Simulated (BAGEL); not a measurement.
# B3LYP/6-31G(d) (density fitting with qzvpp-jkfit, spherical functions) run of CH2FNOSi (SMILES O=C=N[SiH2]F)

What is the energy change on altering one bond length of CH2FNOSi at B3LYP/6-31G* (density fitting with qzvpp-jkfit, spherical functions)? 

The results are computed with BAGEL 1.2.2.

2 further runs of the same task are left out: 2 set aside as unsound or not needed.

### 1 The molecule

The species is CH2FNOSi (7 atoms), meant as a singlet with charge 0. SMILES: `O=C=N[SiH2]F`. The coordinates come from a PBE0-D4/def2-TZVP relaxation. This is one conformer, not always the lowest.

Bond lengths: O1–C2 1.162 Å, C2–N3 1.195 Å, N3–Si4 1.694 Å, Si4–F5 1.591 Å, Si4–H6 1.475 Å, Si4–H7 1.475 Å. Angles: O1–C2–N3 178.4°, C2–N3–Si4 166.0°, N3–Si4–F5 109.2°, N3–Si4–H6 109.0°, N3–Si4–H7 109.0°, F5–Si4–H6 108.2°, F5–Si4–H7 108.2°, H6–Si4–H7 113.2°.

### 2 The energy at B3LYP/6-31G(d) (density fitting with qzvpp-jkfit, spherical functions)

Input file job.json:

```json
{ "bagel" : [

{
  "title" : "molecule",
  "basis" : "6-31gs.json",
  "df_basis" : "qzvpp-jkfit",
  "angstrom" : true,
  "geometry" : [
    { "atom" : "O", "xyz" : [      -0.573800,      -2.908000,      -0.552000 ] },
    { "atom" : "C", "xyz" : [      -0.306900,      -1.816900,      -0.256100 ] },
    { "atom" : "N", "xyz" : [      -0.019000,      -0.706200,       0.076100 ] },
    { "atom" : "Si", "xyz" : [       0.212100,       0.968300,       0.188900 ] },
    { "atom" : "F", "xyz" : [      -0.420200,       1.671000,      -1.091000 ] },
    { "atom" : "H", "xyz" : [      -0.490300,       1.470300,       1.384800 ] },
    { "atom" : "H", "xyz" : [       1.659300,       1.253600,       0.203700 ] }
  ]
},

{ "title" : "ks", "xc_func" : "b3lyp" },

{ "title" : "print", "file" : "orbitals.molden", "orbitals" : true }

]}
```

The basis set 6-31G* is read from a file made from the Basis Set Exchange's data (not shown).

Launch:

```bash
$ BAGEL_NUM_THREADS=1 BAGEL job.json > job.out
```

What it wrote:

```text
* using 1 threads per process

  ===============================================================
  ===============================================================

  *** Geometry ***

  { "atom" : "O", "xyz" : [     -1.084325,     -5.495324,     -1.043129 ] },
  { "atom" : "C", "xyz" : [     -0.579957,     -3.433443,     -0.483959 ] },
  { "atom" : "N", "xyz" : [     -0.035905,     -1.334525,      0.143808 ] },
  { "atom" : "Si", "xyz" : [      0.400811,      1.829822,      0.356969 ] },
  { "atom" : "F", "xyz" : [     -0.794063,      3.157732,     -2.061691 ] },
  { "atom" : "H", "xyz" : [     -0.926533,      2.778464,      2.616893 ] },
  { "atom" : "H", "xyz" : [      3.135623,      2.368961,      0.384937 ] },

  Number of auxiliary basis functions:      470

  Since a DF basis is specified, we compute 2- and 3-index integrals:
    o Being stored without compression. Storage requirement is 0.023 GB

  Number of basis functions:       78
  Number of electrons      :       46

    * METHOD: MOLECULE                             0.36

  *** Kohn-Sham DFT ***

    * Removing 11806 points whose weight is below 1.00e-10
    * Grid points: 92536

  === Nuclear Repulsion ===
   204.9228988254

       - DIIS with orbital gradients will be used.

  === KS iteration (b3lyp / 6-31gs.json) ===
      0       -519.28649984          0.13411782           0.47
      1       -423.14718178          0.24665520           0.44
      2       -462.71185853          0.21373486           0.44
      3       -496.00779560          0.20083283           0.43
      4       -527.59372360          0.15453901           0.44
      5       -556.71721271          0.06209401           0.44
      6       -557.74455845          0.04460373           0.43
      7       -558.52233524          0.02064742           0.44
      8       -558.68835617          0.00700396           0.43
      9       -558.70679001          0.00214194           0.44
     10       -558.70835233          0.00033308           0.44
     11       -558.70837158          0.00026342           0.43
     12       -558.70839624          0.00005476           0.44
     13       -558.70839736          0.00000530           0.43
     14       -558.70839737          0.00000372           0.43
     15       -558.70839738          0.00000084           0.43
     16       -558.70839738          0.00000042           0.43
     17       -558.70839738          0.00000015           0.43
     18       -558.70839738          0.00000006           0.43
     19       -558.70839738          0.00000002           0.43
     20       -558.70839738          0.00000001           0.43
    * SCF iteration converged.

    * Permanent dipole moment:
           (   -0.282147,    -0.399215,    -0.441406) a.u.

    * METHOD: KS                                   9.78

    * METHOD: PRINT                                0.03

  ===============================================================
```

It took 11 s on 1 thread of Arm Neoverse N1, shared host; peak memory 0.36 GiB.

### 3 The distorted shape

Input file job.json:

```json
{ "bagel" : [

{
  "title" : "molecule",
  "basis" : "6-31gs.json",
  "df_basis" : "qzvpp-jkfit",
  "angstrom" : true,
  "geometry" : [
    { "atom" : "O", "xyz" : [   -0.707253,   -3.453564,   -0.699954 ] },
    { "atom" : "C", "xyz" : [   -0.306900,   -1.816900,   -0.256100 ] },
    { "atom" : "N", "xyz" : [   -0.019000,   -0.706200,    0.076100 ] },
    { "atom" : "Si", "xyz" : [    0.212100,    0.968300,    0.188900 ] },
    { "atom" : "F", "xyz" : [   -0.420200,    1.671000,   -1.091000 ] },
    { "atom" : "H", "xyz" : [   -0.490300,    1.470300,    1.384800 ] },
    { "atom" : "H", "xyz" : [    1.659300,    1.253600,    0.203700 ] }
  ]
},
{
  "title" : "ks",
  "xc_func" : "b3lyp"
},
{
  "title" : "print",
  "file" : "orbitals.molden",
  "orbitals" : true
}

]}
```

The basis set 6-31G* is read from a file made from the Basis Set Exchange's data (not shown).

Launch:

```bash
$ BAGEL_NUM_THREADS=1 BAGEL job.json > job.out
```

What it wrote:

```text
* using 1 threads per process

  ===============================================================
  ===============================================================

  *** Geometry ***

  { "atom" : "O", "xyz" : [     -1.336514,     -6.526290,     -1.322721 ] },
  { "atom" : "C", "xyz" : [     -0.579957,     -3.433443,     -0.483959 ] },
  { "atom" : "N", "xyz" : [     -0.035905,     -1.334525,      0.143808 ] },
  { "atom" : "Si", "xyz" : [      0.400811,      1.829822,      0.356969 ] },
  { "atom" : "F", "xyz" : [     -0.794063,      3.157732,     -2.061691 ] },
  { "atom" : "H", "xyz" : [     -0.926533,      2.778464,      2.616893 ] },
  { "atom" : "H", "xyz" : [      3.135623,      2.368961,      0.384937 ] },

  Number of auxiliary basis functions:      470

  Since a DF basis is specified, we compute 2- and 3-index integrals:
    o Being stored without compression. Storage requirement is 0.023 GB

  Number of basis functions:       78
  Number of electrons      :       46

    * METHOD: MOLECULE                             0.36

  *** Kohn-Sham DFT ***

    * Removing 11203 points whose weight is below 1.00e-10
    * Grid points: 93139

  === Nuclear Repulsion ===
   192.2497284007

       - DIIS with orbital gradients will be used.

  === KS iteration (b3lyp / 6-31gs.json) ===
      0       -506.14405783          0.13210042           0.46
      1       -296.92107836          0.19094678           0.43
      2       -413.33447267          0.12581491           0.43
      3       -493.31686808          0.13952092           0.43
      4       -521.92251136          0.14094864           0.43
      5       -554.51245773          0.08499896           0.43
      6       -542.31055796          0.10647566           0.43
      7       -550.18481313          0.10753310           0.43
      8       -556.95140884          0.05759471           0.43
      9       -551.54524160          0.09923513           0.43
     10       -557.57925860          0.04242473           0.43
     11       -558.36399295          0.01823652           0.43
     12       -558.43539359          0.01372990           0.43
     13       -558.48060801          0.01007142           0.43
     14       -558.49859448          0.00786370           0.43
     15       -558.52170219          0.00385597           0.43
     16       -558.52784443          0.00050881           0.43
     17       -558.52794165          0.00024544           0.43
     18       -558.52796305          0.00010738           0.43
     19       -558.52796696          0.00003798           0.43
     20       -558.52796745          0.00001945           0.43
     21       -558.52796756          0.00000946           0.43
     22       -558.52796760          0.00000162           0.43
     23       -558.52796760          0.00000076           0.43
     24       -558.52796760          0.00000038           0.43
     25       -558.52796760          0.00000006           0.43
     26       -558.52796760          0.00000005           0.43
     27       -558.52796760          0.00000001           0.43
     28       -558.52796760          0.00000001           0.43
    * SCF iteration converged.

    * Permanent dipole moment:
           (   -0.552970,    -1.547804,    -0.732889) a.u.

    * METHOD: KS                                  13.15

    * METHOD: PRINT                                0.03

  ===============================================================
```

It took 14 s on 1 thread of Arm Neoverse N1, shared host; peak memory 0.36 GiB.

### 4 Results

Level: B3LYP/6-31G* (density fitting with qzvpp-jkfit, spherical functions).

| quantity | value |
| --- | --- |
| first shape: total energy | -558.70840 Eh |
| first shape: dipole moment | 1.67 D |
| first shape: HOMO energy | -8.44 eV |
| first shape: LUMO energy | -0.12 eV |
| first shape: HOMO–LUMO gap | 8.32 eV |
| distorted shape: total energy | -558.52797 Eh |
| distorted shape: dipole moment | 4.57 D |
| distorted shape: HOMO energy | -7.37 eV |
| distorted shape: LUMO energy | -1.94 eV |
| distorted shape: HOMO–LUMO gap | 5.42 eV |
| energy change with the O1–C2 bond stretched from 1.162 to 1.742 Å | 4.910 eV |

With the O1–C2 bond stretched from 1.162 to 1.742 Å the energy rises by 4.91 eV (474 kJ/mol). The first shape isn't relaxed at this level, so the change isn't measured from a minimum.
